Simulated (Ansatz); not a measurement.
Rb3Ba:

```
CELL_PARAMETERS angstrom
-3.37146 3.37146 7.37135
3.37146 -3.37146 7.37135
3.37146 3.37146 -7.37135
ATOMIC_POSITIONS crystal
Ba 0.00000 0.00000 0.00000
Rb 0.50000 0.50000 0.00000
Rb 0.25000 0.75000 0.50000
Rb 0.75000 0.25000 0.50000
```

The cell comes from a database or a generator and needn't be the stable form of this composition.

| Quantity | Value |
| --- | --- |
| Program | Ansatz 0.2.0 |
| Task | relaxation of cell and atoms |
| Functional | PBEsol |
| Potentials or basis | Ansatz PAW |
| Cutoff | 420 eV (not typed: the program's choice for these potentials) |
| k mesh | 6 × 6 × 6 |
| Occupations | fermi-dirac, width 0.05 eV |
| Spin | no spin polarisation |

At the start: volume 83.79 Å³/atom.

**Question.** How do energy, volume and symmetry change on relaxing?

**Answer.** It ends after 4 steps and the volume is 77.78 Å³/atom (-7.2 %); space group I4/mmm (No. 139, to 0.05 Å).

Step by step:
| step | energy change (eV) | largest force (eV/Å) | volume (Å³) |
| --- | --- | --- | --- |
| 1 | 0.0000 | 0.0000 | 335.15 |
| 2 | -0.0042 | 0.0000 | 332.20 |
| 3 | -0.0178 | 0.0000 | 311.10 |
| 4 | -0.0178 | 0.0000 | 311.10 |

Final structure:
```xyz
4
Lattice="-3.3001 3.3001 7.1414 3.3001 -3.3001 7.1414 3.3001 3.3001 -7.1414" Properties=species:S:1:pos:R:3 pbc="T T T"
Ba    0.0000    0.0000    0.0000
Rb    0.0000    0.0000    7.1414
Rb    3.3001    0.0000    3.5707
Rb    0.0000    3.3001    3.5707
```

Caveat: the plane-wave basis is chosen anew once the cell has moved, so the energies of steps on either side of that aren't comparable; the PAW data sets come from PBE, with cores solved anew for the run's functional, which leaves a small shift of forces and pressure.
